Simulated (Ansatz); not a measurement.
# CH₄BNO: how energies converge with the basis set

The task here is to estimate one member of a computed series from the others.

Computed with Ansatz 0.2.0, Gaussian basis. Level: one geometry, several basis sets.

The runs, in order: PBE0-D4/def2-SVP; ωB97M-V/def2-SVP; PBE0-D4/def2-QZVPP; ωB97M-V/def2-QZVPP; the functionals' def2-TZVPP values are taken from earlier runs.

1 further run of the same task is left out (it didn't finish).

### The geometry

All runs share one geometry, relaxed beforehand with PBE0-D4 in a triple-zeta def2 set.

8 atoms, charge 0, spin multiplicity 1.

Atoms are counted from 1 here; the program's logs count them from 0.

Bond lengths: B1–O2 1.362 Å, B1–H5 1.193 Å, B1–H6 1.194 Å, O2–C3 1.355 Å, C3–N4 1.252 Å, C3–H7 1.092 Å, N4–H8 1.016 Å. Angles: O2–B1–H5 120.2°, O2–B1–H6 115.5°, H5–B1–H6 124.2°, B1–O2–C3 123.2°, O2–C3–N4 121.9°, O2–C3–H7 110.8°, N4–C3–H7 127.3°, C3–N4–H8 110.5°.

Set-up of the first run:

The input, in.yaml:

```yaml
crystal:
  periodic: [false, false, false]
  atoms:
    - {symbol: B, position_ang: [-0.631967, 1.325189, -0.214735]}
    - {symbol: O, position_ang: [0.422099, 0.701885, 0.380830]}
    - {symbol: C, position_ang: [0.686843, -0.618548, 0.227075]}
    - {symbol: N, position_ang: [-0.224787, -1.476502, 0.199817]}
    - {symbol: H, position_ang: [-1.264403, 0.763421, -1.056079]}
    - {symbol: H, position_ang: [-0.825456, 2.451235, 0.130450]}
    - {symbol: H, position_ang: [1.763545, -0.795069, 0.178913]}
    - {symbol: H, position_ang: [0.166224, -2.408811, 0.098029]}
basis:
  gaussian: {orbitals: def2-SVP}
hamiltonian: {xc: pbe0, dispersion: d4}
output: {orbitals: {seedname: orbitals}}
```

On the command line:

```console
$ ansatz run in.yaml --threads 2 --pin off --events-out ev --progress --plain --max-ram 4352MiB
```

Among the steps run: PBE0-D4 in def2-SVP; ωB97M-V in def2-SVP; PBE0-D4 in def2-QZVPP; ωB97M-V in def2-QZVPP.

One of the session's tables, all rows but one given; the rest of the session is left out.

It belongs to the step «Functionals by basis». 

| functional | basis | HOMO (eV) |
| --- | --- | --- |
| PBE0-D4 | def2-SVP | -8.34 |
| PBE0-D4 | def2-TZVPP | -8.51 |
| PBE0-D4 | def2-QZVPP | -8.55 |
| ωB97M-V | def2-SVP | -10.76 |
| ωB97M-V | def2-TZVPP | -10.95 |
| ωB97M-V | def2-QZVPP | ? |

**Question.** Estimate the row for ωB97M-V, def2-QZVPP.

**Answer.** HOMO (eV): -10.99. In the column «HOMO (eV)» it is the lowest.
